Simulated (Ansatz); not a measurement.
# CsHgCl3: a two-dimensional strain map

The task, for CsHgCl3: map the energy over biaxial and axial strain.

Method: DFT PBEsol, scalar-relativistic, plane waves, PAW, in Ansatz 0.2.0.

### 1 The system as given

The structure is cubic, space group Pm-3m (No. 221). Conventional cell: a = 5.440 Å, b = 5.440 Å, c = 5.440 Å, α = 90.00°, β = 90.00°, γ = 90.00°. Around Cs (site symmetry m-3m) lie 12 Cl at 3.85 Å. Hg (site symmetry m-3m) is surrounded by 6 Cl at 2.72 Å. Cl (site symmetry 4/mmm) has 2 Hg at 2.72 Å and 4 Cs at 3.85 Å in its first shell of neighbours.

As a file:

```xyz
5
Lattice="5.4400 0.0000 0.0000 0.0000 5.4400 0.0000 0.0000 0.0000 5.4400" Properties=species:S:1:pos:R:3 pbc="T T T"
Cs    0.0000    0.0000    0.0000
Hg    2.7200    2.7200    2.7200
Cl    0.0000    2.7200    2.7200
Cl    2.7200    0.0000    2.7200
Cl    2.7200    2.7200    0.0000
```

No relaxation comes first: the listed cell is the starting point.

### 2 Zero of energy

Reference values: F = -22442.0861 eV; pressure -2.56 GPa; largest force 0.000 eV/Å; gap on the mesh none (metal). It was computed beforehand with the settings of the runs below.

### 3 The scan: a two-dimensional strain map

The cell is strained by p along both x and y and by q along z, with fractional coordinates fixed.

### 4 At p = -0.080, q = -0.080

Contents of input.yaml:

```yaml
crystal:
  lattice:
    - [5.0048, 0.0, 0.0]
    - [0.0, 5.0048, 0.0]
    - [0.0, 0.0, 5.0048]
  atoms:
    - { symbol: Cs, position: [0.0, 0.0, 0.0] }
    - { symbol: Hg, position: [0.5, 0.5, 0.5] }
    - { symbol: Cl, position: [0.0, 0.5, 0.5] }
    - { symbol: Cl, position: [0.5, 0.0, 0.5] }
    - { symbol: Cl, position: [0.5, 0.5, 0.0] }
basis:
  ecutwfc: 420
kpoints:
  mp_grid: { grid: [10, 10, 10] }
hamiltonian:
  xc: pbesol
scf:
  occupations: { method: gaussian, width: 0.15 }
output:
  forces: true
  stress: true
  eigenvalues: true
```

Command:

```sh
ansatz run input.yaml --threads 1 --pin off --max-ram 2560MiB --backend cpu --events-out ev --progress --plain --runs-dir out
```

The session goes on with these runs: point p = -0.080, q = 0.000; point p = -0.080, q = 0.080; p = 0.000, q = -0.080; p = 0.000, q = 0.080; At p = 0.080, q = -0.080; At p = 0.080, q = 0.000; p = 0.080, q = 0.080; point p = -0.080, q = -0.040; point p = -0.080, q = 0.040.

Q: Predict the outcome of this session. Wanted: highest point; lowest point away from the origin.

**Answer**, as computed:

```
                         quantity                                      value
                    highest point  209.3 meV/atom at (p, q) = (0.080, 0.080)
lowest point away from the origin          -11.3 meV/atom at (0.000, -0.080)
```

Of the points run, the lowest is (0.000, -0.080), 11.3 meV/atom below the undisturbed cell, which was taken as given and not relaxed at this level. At |p| = |q| = 0.080, points where p and q have the same sign cost 135.3 meV/atom on average, those of opposite sign 47.4: stretching in the plane is cheaper with a contraction along z. Spin-orbit coupling is left out for Hg.
